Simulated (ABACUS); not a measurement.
A run of ABACUS 3.10.1 is set up as follows.

Contents of INPUT:

```
INPUT_PARAMETERS
suffix              GaGe
calculation         cell-relax
basis_type          lcao
pseudo_dir          ./
orbital_dir         ./
latname             fcc
symmetry            1
dft_functional      pbe
ecutwfc             100
pseudo_rcut         7
nspin               1
nbands              18
ks_solver           genelpa
smearing_method     fd
smearing_sigma      0.00367493
scf_thr             1e-07
scf_nmax            100
mixing_type         broyden
mixing_beta         0.7
cal_force           1
cal_stress          1
out_mul             1
relax_nmax          60
force_thr_ev        0.005
relax_method        cg
out_stru            1
stress_thr          0.2
press1              100
press2              100
press3              100
```

Contents of STRU:

```
ATOMIC_SPECIES
Ge 72.6300 Ge.upf
Ga 69.7230 Ga.upf

NUMERICAL_ORBITAL
Ge_confined-atom_7au_2s2p2d.orb
Ga_confined-atom_8au_2s2p2d.orb

LATTICE_CONSTANT
10.9522630238

ATOMIC_POSITIONS
Direct

Ge
0.0
1
0.0000000000 0.0000000000 0.0000000000 1 1 1

Ga
0.0
1
0.7500000000 0.7500000000 0.7500000000 1 1 1
```

Contents of KPT:

```
K_POINTS
0
Gamma
6 6 6 0 0 0
```

Potentials or basis: PseudoDojo NC SR 0.4.1 PBE standard, DZP LCAO (the cutoffs set its grid).

Command:

```console
$ OMP_NUM_THREADS=1 mpirun -np 4 abacus > log
```

(1) Estimate the relaxed volume.

(2) What does it give for the space group after relaxing (to 0.05 Å)?

(3) Predict the relaxed cell.

(4) Estimate the Mulliken charges.

Results:

(1) 21.52 Å³/atom.

(2) F-43m (No. 216).

(3) a = 3.933 Å, b = 3.933 Å, c = 3.933 Å, α = 60.00°, β = 60.00°, γ = 60.00°.

(4) Ge +0.24; Ga -0.24 e.

Caveat: the atomic orbitals were generated for these runs and aren't a published set; the basis of atomic orbitals isn't converged, which shifts pressures, moduli and gaps.
